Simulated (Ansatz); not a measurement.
# TaV (Cmmm) in Ansatz: notebook

One crystal, TaV, is run at these levels: LDA; tasks: relaxation of cell and atoms.

Program: Ansatz 0.2.0. These are calculated values, not measurements. Logs are shortened: lines on timing, memory, paths and dates and some standing lists are left out, and cuts for length are marked.

## (1) Starting point

It takes space group Cmmm (No. 65, orthorhombic). Conventional cell: a = 3.213 Å, b = 4.616 Å, c = 4.341 Å, α = 90.00°, β = 90.00°, γ = 90.00°. Ta (site symmetry mmm) is surrounded by 4 V at 2.70 Å and 4 Ta at 2.81 Å. V (site symmetry mmm) has 4 Ta at 2.70 Å and 4 V at 2.81 Å as nearest neighbours.

The cell comes from a database or a generator and needn't be the stable form of this composition.

## (2) Relaxation of cell and atoms, LDA, collinear spin, ferromagnetic start, target pressure 2 GPa, at which the enthalpy is minimised

File input.yaml:

```yaml
crystal:
  lattice:
    - [1.6067, -2.307775, 0.0]
    - [1.6067, 2.307775, 0.0]
    - [0.0, 0.0, 4.341361]
  atoms:
    - { symbol: Ta, position: [0.0, 0.0, 0.0] }
    - { symbol: V, position: [0.5, 0.5, 0.5], spin: 2.0 }
hamiltonian:
  xc: lda
  pseudopotentials: { kind: paw }
magnetization:
  spin_polarized: true
kpoints:
  mp_grid: { grid: [7, 7, 5] }
scf:
  occupations: { method: fermi_dirac, width: 0.05 }
output:
  forces: true
  stress: true
  eigenvalues: true
relax:
  f_tol: 0.01
  max_steps: 40
  cell: { stress_tol: 0.05, p_target: 2.0 }
```

Potentials or basis: Ansatz PAW.

The run is started by

```console
$ ansatz run input.yaml --threads 2 --pin off --max-ram 5632MiB --backend cpu --events-out ev --progress --plain --runs-dir out
```

The log of the run:

```text
Warning: RAYON_NUM_THREADS=2 ignored (pool sized by the plan → 2); use --threads N
Engine: ansatz 0.2.0, aarch64-unknown-linux-gnu
Pseudopotentials: kind: paw
Pseudopotential: Ta, paw, valence charge 13, recommended cutoff 420 eV (normal), Ta.paw.azcp
Pseudopotential: V, paw, valence charge 13, recommended cutoff 420 eV (normal), V.paw.azcp
Functional definition: SPW92
  exchange = slater_x
  correlation = pw_c
Crystal: 2 atoms, lattice volume = 32.195 Å³
Basis set: ecut = 420 eV, 633 PW (Γ)
Bands: 18, of which v1, the nominal top of the filled ones, is band 13 counted from 1 (12 counted from 0)
Symmetry: 8 space group operations
Space group: Cmmm (ITA 65), of the structure as read, at distance tolerance 3.2e-5 Å
Magnetic group: BNS 65.481 (UNI 579), of the structure as read, at distance tolerance 3.2e-5 Å
k-points: 48 of 245
Non-local potential: Ta, projectors of the file, l = 0: 3, l = 1: 2, l = 2: 2, l = 3: 1
Non-local potential: V, projectors of the file, l = 0: 3, l = 1: 2, l = 2: 3, l = 3: 1
PAW form: soft (Blöchl's): semilocal exchange-correlation on the pseudo side does not see the compensation charge
PAW frozen core: Ta, regenerated for the run's functional, and the local potential with it (the file was generated under x = pbe(κ = 0.804, μ = 0.2195149727645171), c = pbe(β = 0.06672455060314922))
PAW frozen core: V, regenerated for the run's functional, and the local potential with it (the file was generated under x = pbe(κ = 0.804, μ = 0.2195149727645171), c = pbe(β = 0.06672455060314922))
PAW one-centre angular grid: Ta, 590 points (default); XC on 64 Gauss nodes
PAW one-centre angular grid: V, 590 points (default); XC on 64 Gauss nodes
Initial density: superposition of atomic densities (chi_scale 0.1, normalization cell)
Starting moments: Σ|m| = 2 μB on 1 of 2 sites
Initial wavefunctions: pseudopotential atomic-orbital guess
Functional: x = slater, c = lda
SCF iter   1: F=—  HF=-12543.033410 eV  |F-HF|=—  |Δ(HF+E_count)|=         —  Δρ=7.21e-2 (↑7.21e-2 ↓1.68e-2)  dr2=1.81e0  dr2_m=4.13e-1  M=1.333 μB ∫|m|=1.525 μB  β_m=0.30  ethr=3.10e-3  ⟨swp⟩=5.2  Hψ=7006  notcnv=0
Mixer restart at iter 1: flushing history
preconditioner: auto → none  [metal: Δε(μ)=0.026 eV  Ē_g=4.913 eV  σ=0.050 eV  W_gap=0.13  n_scr=6 (ndim 8)  ℏωp=20.7 eV  f_vac=0.000  D(μ)=1.95/eV (n_scr^D=22)  sad-step TF]
SCF iter   2: F=—  HF=-12542.439647 eV  |F-HF|=—  |Δ(HF+E_count)|=   5.94e-1  Δρ=4.14e-2 (↑4.14e-2 ↓1.82e-2)  dr2=4.26e-1  dr2_m=2.00e-1  M=1.273 μB ∫|m|=1.478 μB  β_m=0.47  ethr=3.10e-3  ⟨swp⟩=2.5  Hψ=3530  notcnv=0  defer=22
SCF iter   3: F=—  HF=-12542.578577 eV  |F-HF|=—  |Δ(HF+E_count)|=   1.39e-1  Δρ=2.12e-2 (↑2.12e-2 ↓1.17e-2)  dr2=1.36e-1  dr2_m=7.13e-2  M=1.095 μB ∫|m|=1.293 μB  β_m=0.49  ethr=1.64e-3  ⟨swp⟩=2.3  Hψ=2797  notcnv=0  defer=22
SCF iter   4: F=—  HF=-12542.814531 eV  |F-HF|=—  |Δ(HF+E_count)|=         —  Δρ=3.80e-2 (↑2.76e-2 ↓3.80e-2)  dr2=1.37e-1  dr2_m=3.13e-1  M=0.534 μB ∫|m|=0.592 μB  β_m=0.49  ethr=5.25e-4  ⟨swp⟩=2.2  Hψ=2721  notcnv=0  defer=19
[... 125 lines left out ...]
SCF 7 converged in 10 iterations: F = -12542.905751 eV  dr2 = 4.26e-12
relax step   7: F+E_penalty+E_count = -12542.90575069 eV  Δ(F+E_penalty+E_count) = +5.391e-4 eV  max|allowed force component| = 3.155e-30 eV/Å  Δτ_max = 0.0000 Å  P = +1.976 GPa  Ω = 29.753 Å³  stress off target by 3.22e-2 GPa  SCF on the basis re-selected at this cell (its energy is not comparable with the rows above)  (10 SCF iters)
basis re-selected at this cell: Δ(F+E_penalty+E_count) = +5.391e-4 eV, ΔP = -0.039 GPa vs the last step (what re-selecting the basis moved, of the pressure what is left beyond the Pulay correction that the steps carried, after the strain that the cell walked since its last selection, with what the two solves' SCF thresholds leave and, on support functions, any second-order correction that the steps lacked; it is no measure of the basis error at this ecutwfc). This SCF's stress stands 3.22e-2 GPa from its target on what of the cell is left free (relax.cell.stress_tol is 5.00e-2 GPa) and its largest allowed force component is 3.16e-30 eV/Å (relax.f_tol is 1.00e-2 eV/Å): within both
SCF converged after 10 iterations
Magnetization: -0.0000 μB (13.0000 up, 13.0000 down)
Absolute magnetization: 0.0000 μB (∫|ρ↑−ρ↓|, with the PAW one-centre terms)
Spin contamination: 0.0000 ħ² per cell (⟨S²⟩ above its minimum at these occupations)
Per-site moments (μB) at R_I (Å): [(-4.169621419819842e-9, 1.0835880530577389), (-1.3565239972953396e-7, 1.0835880530577389)]
Free energy (F): -12542.905751 eV
Harris-Foulkes:  -12542.905751 eV  (|F-HF|=1.09e-11)
Internal energy: -12542.878635 eV  (E = F + TS)
E sigma→0 (E₀):  -12542.892193 eV
Entropy (-TS):   -0.027115 eV (-13.558 meV/atom)
Fermi energy:    18.535173 eV
--- Per-component energies (eV) ---
  E_band       = -218.324090
  E_kinetic    = 706.814098
  E_local      = -1413.958809  (includes V_loc(G=0)·N_el)
  E_nonlocal   = -18.366891
  E_hartree    = 597.916691
  E_xc         = -347.615005
  E_vxc        = -370.801685  (∫ρ·V_xc dr)
  E_paw        = -9211.437161  (= ΣΔE_a)
  E_vpaw       = -317.844641  (= ΣTr[D̂ρ^β])
  E_aug_tail   = 0.000409  (compensation charges beyond the density's cutoff)
  E_ewald      = -2856.837020
  E_core_change = 0.605053  (= ΣΔE_core)
  E_smearing   = -0.027115  (= −TS)
  E_closure    = 0.000000  (closes the sum)
  Σ components = -12542.905751   (vs F -12542.905751, Δ=0.00e0)
--- Forces (eV/Å), atoms counted from 1 ---
  atom   1  Ta     0.00000000     0.00000000     0.00000000
  atom   2  V     -0.00000000     0.00000000     0.00000000
  max |Σ_I F_I| component: 6.31e-30 eV/Å
--- Stress (GPa, compression-positive) ---
        1.985126       0.000000       0.000000
        0.000000       1.974102      -0.000000
        0.000000      -0.000000       1.967778
  P = ⅓ Tr σ = 1.9757 GPa (19.757 kbar)
--- Band table (eV; the first three rows and the last of 96) ---
  k-point 0 ↑: bands = ["-48.1562", "-44.3834", "-18.6870", "-18.3982", "-18.3030", "-14.7089", "-14.2099", "-13.9699", "11.0429", "14.5570", "17.0722", "18.5733", "18.9870", "19.4622", "20.6860", "20.9229", "21.1834", "22.8535"]
  k-point 1 ↑: bands = ["-48.1552", "-44.3852", "-18.6539", "-18.3948", "-18.3030", "-14.7614", "-14.2172", "-13.9697", "11.4763", "14.6670", "17.2559", "18.9634", "19.0511", "19.1866", "19.8727", "20.6459", "21.0038", "22.5687"]
  k-point 2 ↑: bands = ["-48.1535", "-44.3880", "-18.5985", "-18.3892", "-18.3029", "-14.8479", "-14.2290", "-13.9694", "12.4496", "14.6348", "17.7521", "18.5472", "18.8024", "19.0045", "19.9224", "20.2994", "20.5825", "22.1458"]
  k-point 47 ↓: bands = ["-47.9887", "-44.2983", "-18.7707", "-18.5707", "-18.5098", "-15.4026", "-14.7788", "-14.5830", "15.0222", "15.7789", "16.5695", "17.4530", "18.6431", "19.9088", "20.5946", "21.5230", "21.7769", "24.8566"]
--- Relaxed structure (6 steps of the walk, 6 accepted, 1 SCFs on fresh bases) ---
  F+E_penalty+E_count = -12542.90575069 eV   max|allowed force component| = 3.155e-30 eV/Å   (the final SCF, on the basis selected at the relaxed cell)
  cell:  # Å, volume = 29.7533 Å³
    - [1.5593428524452222, -2.2564790983886485, 4.958216252320183e-18]
    - [1.5593428524452222, 2.2564790983886485, 4.958216252320175e-18]
    - [1.3397278065220008e-17, -7.359184640327517e-33, 4.227977804431786]
  atoms:
    - { symbol: Ta, position: [-9.705673921234035e-34, -9.73216077816019e-34, 5.934729841099874e-67] }
    - { symbol: V, position: [0.5, 0.5, 0.5] }
```

It took 18 s on 2 threads of Arm Neoverse V1, shared host; peak memory 0.34 GiB.

What came out:

| Item | Value |
| --- | --- |
| Free energy | -12542.9058 eV |
| Relaxed volume | 14.88 Å³/atom |
| Relaxed cell | a = 2.743 Å, b = 2.743 Å, c = 4.228 Å, α = 90.00°, β = 90.00°, γ = 110.71° |
| Space group after relaxing (to 0.05 Å) | Cmmm (No. 65) |
| Energy change on relaxing (the enthalpy is what falls) | -44.3 meV/atom |
| Ionic steps | 7 |
| Pressure after relaxing | 2.0 GPa |
| Band gap on the k mesh | none (metal or under the smearing width) |
| Net moment | 0.00 μB per cell |
| Absolute moment | 0.00 μB per cell |

Step by step:
| step | energy change (eV) | largest force (eV/Å) | volume (Å³) |
| --- | --- | --- | --- |
| 1 | 0.0000 | 0.0000 | 32.19 |
| 2 | -0.0015 | 0.0000 | 28.13 |
| 3 | -0.0905 | 0.0000 | 29.96 |
| 4 | -0.0892 | 0.0000 | 29.77 |
| 5 | -0.0891 | 0.0000 | 29.75 |
| 6 | -0.0892 | 0.0000 | 29.75 |
| 7 | -0.0886 | 0.0000 | 29.75 |

Final structure:
```xyz
2
Lattice="1.5593 -2.2565 0.0000 1.5593 2.2565 0.0000 0.0000 0.0000 4.2280" Properties=species:S:1:pos:R:3 pbc="T T T"
Ta    0.0000    0.0000    0.0000
V     1.5593    0.0000    2.1140
```

Caveat: the plane-wave basis is chosen anew once the cell has moved, so the energies of steps on either side of that aren't comparable; the PAW data sets come from PBE, with cores solved anew for the run's functional, which leaves a small shift of forces and pressure; the starting moments weren't kept. The run has no spin-orbit coupling, so splittings on Ta are missing.

## (3) Relaxation of cell and atoms, LDA, collinear spin, ferromagnetic start, target pressure 5 GPa, at which the enthalpy is minimised

Changes to input.yaml since step 2:

```diff
@@ -21,2 +21,6 @@
   eigenvalues: true
+  write_density: true
+  write_potential: true
+  elf: true
+  volumetric_format: npy
 relax:
@@ -24,2 +28,2 @@
   max_steps: 40
-  cell: { stress_tol: 0.05, p_target: 2.0 }
+  cell: { stress_tol: 0.05, p_target: 5.0 }
```

Potentials or basis: Ansatz PAW.

The run is started by

```console
$ ansatz run input.yaml --threads 2 --pin off --max-ram 5632MiB --backend cpu --events-out ev --progress --plain --runs-dir out
```

The log of the run:

```text
Warning: RAYON_NUM_THREADS=2 ignored (pool sized by the plan → 2); use --threads N
Engine: ansatz 0.2.0, aarch64-unknown-linux-gnu
Pseudopotentials: kind: paw
Pseudopotential: Ta, paw, valence charge 13, recommended cutoff 420 eV (normal), Ta.paw.azcp
Pseudopotential: V, paw, valence charge 13, recommended cutoff 420 eV (normal), V.paw.azcp
Functional definition: SPW92
  exchange = slater_x
  correlation = pw_c
Crystal: 2 atoms, lattice volume = 32.195 Å³
Basis set: ecut = 420 eV, 633 PW (Γ)
Bands: 18, of which v1, the nominal top of the filled ones, is band 13 counted from 1 (12 counted from 0)
Symmetry: 8 space group operations
Space group: Cmmm (ITA 65), of the structure as read, at distance tolerance 3.2e-5 Å
[... 200 lines left out ...]
  max |Σ_I F_I| component: 6.71e-30 eV/Å
--- Stress (GPa, compression-positive) ---
        4.998591       0.000000       0.000000
        0.000000       5.000906       0.000000
        0.000000       0.000000       4.999781
  P = ⅓ Tr σ = 4.9998 GPa (49.998 kbar)
--- Band table (eV; the first three rows and the last of 96) ---
  k-point 0 ↑: bands = ["-47.8300", "-44.0662", "-18.3867", "-18.0774", "-17.9757", "-14.3837", "-13.8707", "-13.6225", "11.3003", "14.7867", "17.3170", "18.8494", "19.2869", "19.7648", "21.0083", "21.2653", "21.5708", "23.2185"]
  k-point 1 ↑: bands = ["-47.8289", "-44.0681", "-18.3507", "-18.0737", "-17.9757", "-14.4405", "-13.8786", "-13.6224", "11.7408", "14.9097", "17.5044", "19.2484", "19.3541", "19.4818", "20.2210", "20.9666", "21.3565", "22.9258"]
  k-point 2 ↑: bands = ["-47.8271", "-44.0713", "-18.2904", "-18.0676", "-17.9756", "-14.5342", "-13.8914", "-13.6220", "12.7254", "14.9155", "18.0104", "18.8271", "19.1158", "19.3110", "20.2311", "20.6237", "20.9008", "22.4908"]
  k-point 47 ↓: bands = ["-47.6531", "-43.9767", "-18.4636", "-18.2573", "-18.1973", "-15.1106", "-14.4636", "-14.2576", "15.2598", "16.0284", "16.8306", "17.7362", "18.9239", "20.2238", "20.9099", "21.8716", "22.1250", "25.2821"]
--- Relaxed structure (7 steps of the walk, 7 accepted, 2 SCFs on fresh bases) ---
  F+E_penalty+E_count = -12542.89694985 eV   max|allowed force component| = 2.958e-30 eV/Å   (the final SCF, on the basis selected at the relaxed cell)
  cell:  # Å, volume = 29.3471 Å³
    - [1.5537316121272386, -2.2461373374659757, 5.750316273464596e-18]
    - [1.5537316121272386, 2.2461373374659757, 5.750316273464596e-18]
    - [1.5537560719041844e-17, 2.6282802286883985e-34, 4.204583672284384]
  atoms:
    - { symbol: Ta, position: [-9.557235905392424e-34, -9.53278649899905e-34, 0.0] }
    - { symbol: V, position: [0.5, 0.5, 0.49999999999999994] }
```

rho_z.tsv:

```text
# z_ang	rho[e/angstrom^3]	rho_spin[e/angstrom^3]
# format = ansatz-planar-average/11
# lattice	1.553731612	-2.246137337	0.000000000
# lattice	1.553731612	2.246137337	0.000000000
# lattice	0.000000000	0.000000000	4.204583672
# sites	2
# site	73	-0.000000000	0.000000000	-0.000000000
# site	23	1.553731612	-0.000000000	2.102291836
0.000000	1.368587e0	-2.778651e-9
0.140153	1.340267e0	-1.755043e-9
0.280306	1.239081e0	2.522892e-10
0.420458	1.050265e0	1.468060e-9
0.560611	8.065019e-1	1.628528e-9
0.700764	5.769109e-1	1.808093e-9
[... 22 lines left out ...]
3.924278	1.239081e0	2.522892e-10
4.064431	1.340267e0	-1.755043e-9
```

Wall time 23 s (2 threads of Arm Neoverse V1, shared host); peak memory 0.34 GiB.

Results:

```
Free energy                                            : -12542.8969 eV
Relaxed volume                                         : 14.67 Å³/atom
Relaxed cell                                           : a = 2.731 Å, b = 2.731 Å, c = 4.205 Å, α = 90.00°, β = 90.00°, γ = 110.65°
Space group after relaxing (to 0.05 Å)                 : Cmmm (No. 65)
Energy change on relaxing (the enthalpy is what falls) : -39.9 meV/atom
Ionic steps                                            : 9
Pressure after relaxing                                : 5.0 GPa
Band gap on the k mesh                                 : none (metal or under the smearing width)
Net moment                                             : 0.00 μB per cell
Absolute moment                                        : 0.00 μB per cell
```

Step by step:
| step | energy change (eV) | largest force (eV/Å) | volume (Å³) |
| --- | --- | --- | --- |
| 1 | 0.0000 | 0.0000 | 32.19 |
| 2 | 0.0048 | 0.0000 | 28.06 |
| 3 | -0.0852 | 0.0000 | 29.54 |
| 4 | -0.0810 | 0.0000 | 29.37 |
| 5 | -0.0805 | 0.0000 | 29.35 |
| 6 | -0.0806 | 0.0000 | 29.35 |
| 7 | -0.0800 | 0.0000 | 29.35 |
| 8 | -0.0798 | 0.0000 | 29.35 |
| 9 | -0.0798 | 0.0000 | 29.35 |

Final structure:
```
Ta V
1.0
     1.55373   -2.24614    0.00000
     1.55373    2.24614    0.00000
     0.00000    0.00000    4.20458
Ta V
1 1
Direct
  0.00000 0.00000 0.00000
  0.50000 0.50000 0.50000
```

Levels at points of the mesh, in eV from the Fermi level:
Spin up:
```tsv
k point	band 10	band 11	band 12	band 13	band 14	band 15	band 16	band 17
(0.00, 0.00, 0.00)	-4.04	-1.51	0.02	0.46	0.94	2.18	2.44	2.74
```
Spin down:
```
           k point  band 11  band 12  band 13  band 14  band 15  band 16
(0.00, 0.00, 0.00)    -1.51     0.02     0.46     0.94     2.18     2.44
```

Caveat: the plane-wave basis is chosen anew once the cell has moved, so the energies of steps on either side of that aren't comparable; the PAW data sets come from PBE, with cores solved anew for the run's functional, which leaves a small shift of forces and pressure; the starting moments weren't kept. Spin-orbit coupling is left out, which matters for the levels of Ta.

## (4) Relaxation of cell and atoms, LDA, collinear spin, ferromagnetic start, target pressure 10 GPa, at which the enthalpy is minimised

Changes to input.yaml since step 3:

```diff
@@ -21,6 +21,2 @@
   eigenvalues: true
-  write_density: true
-  write_potential: true
-  elf: true
-  volumetric_format: npy
 relax:
@@ -28,2 +24,2 @@
   max_steps: 40
-  cell: { stress_tol: 0.05, p_target: 5.0 }
+  cell: { stress_tol: 0.05, p_target: 10.0 }
```

The run is started by

```console
$ ansatz run input.yaml --threads 2 --pin off --max-ram 5632MiB --backend cpu --events-out ev --progress --plain --runs-dir out
```

Run time: 21 s. Hardware: 2 threads of Arm Neoverse V1, shared host; peak memory 0.34 GiB.

The run converged. Its results:

```
Free energy                                            : -12542.8682 eV
Relaxed volume                                         : 14.36 Å³/atom
Relaxed cell                                           : a = 2.714 Å, b = 2.714 Å, c = 4.168 Å, α = 90.00°, β = 90.00°, γ = 110.59°
Space group after relaxing (to 0.05 Å)                 : Cmmm (No. 65)
Energy change on relaxing (the enthalpy is what falls) : -25.5 meV/atom
Ionic steps                                            : 9
Pressure after relaxing                                : 10.0 GPa
Band gap on the k mesh                                 : none (metal or under the smearing width)
Net moment                                             : 0.00 μB per cell
Absolute moment                                        : 0.00 μB per cell
```

The path:
```tsv
step	energy change (eV)	largest force (eV/Å)	volume (Å³)
1	0.0000	0.0000	32.19
2	0.0104	0.0000	28.00
3	-0.0593	0.0000	28.87
4	-0.0530	0.0000	28.75
5	-0.0518	0.0000	28.73
6	-0.0520	0.0000	28.73
7	-0.0514	0.0000	28.73
8	-0.0510	0.0000	28.73
9	-0.0510	0.0000	28.73
```

Final structure:
```cif
data_structure
_symmetry_space_group_name_H-M 'P 1'
_symmetry_Int_Tables_number 1
_cell_length_a 2.7136
_cell_length_b 2.7136
_cell_length_c 4.1676
_cell_angle_alpha 90.000
_cell_angle_beta 90.000
_cell_angle_gamma 110.593
_cell_volume 28.73
loop_
_atom_site_label
_atom_site_type_symbol
_atom_site_fract_x
_atom_site_fract_y
_atom_site_fract_z
_atom_site_occupancy
Ta1 Ta 0.00000 0.00000 0.00000 1
V1 V 0.50000 0.50000 0.50000 1
```

Levels at points of the mesh, in eV from the Fermi level:
Spin up:
| k point | band 11 | band 12 | band 13 | band 14 | band 15 | band 16 |
| --- | --- | --- | --- | --- | --- | --- |
| (0.00, 0.00, 0.00) | -1.59 | -0.01 | 0.47 | 0.95 | 2.22 | 2.51 |
Spin down:
| k point | band 11 | band 12 | band 13 | band 14 | band 15 | band 16 |
| --- | --- | --- | --- | --- | --- | --- |
| (0.00, 0.00, 0.00) | -1.59 | -0.01 | 0.47 | 0.95 | 2.22 | 2.51 |

Caveat: the plane-wave basis is chosen anew once the cell has moved, so the energies of steps on either side of that aren't comparable; the PAW data sets come from PBE, with cores solved anew for the run's functional, which leaves a small shift of forces and pressure; the starting moments weren't kept.

## (5) Overview

```csv
cell,target pressure (GPa),gap on the mesh (eV),pressure (GPa),moment (μB)
relaxed to 2 GPa,2,none,2.0,0.00
relaxed to 5 GPa,5,none,5.0,0.00
relaxed to 10 GPa,10,none,10.0,0.00
```

Alike in all rows: task relaxation of cell and atoms; level LDA; potentials or basis Ansatz PAW; spin collinear, ferromagnetic start; k mesh 7 × 7 × 5; cutoff (eV) 420; smearing fermi-dirac 0.05 eV.

Caveats: the plane-wave basis is chosen anew once the cell has moved, so the energies of steps on either side of that aren't comparable; the PAW data sets come from PBE, with cores solved anew for the run's functional, which leaves a small shift of forces and pressure; the starting moments weren't kept.

Absolute energies hang on the potentials; compare differences alone.
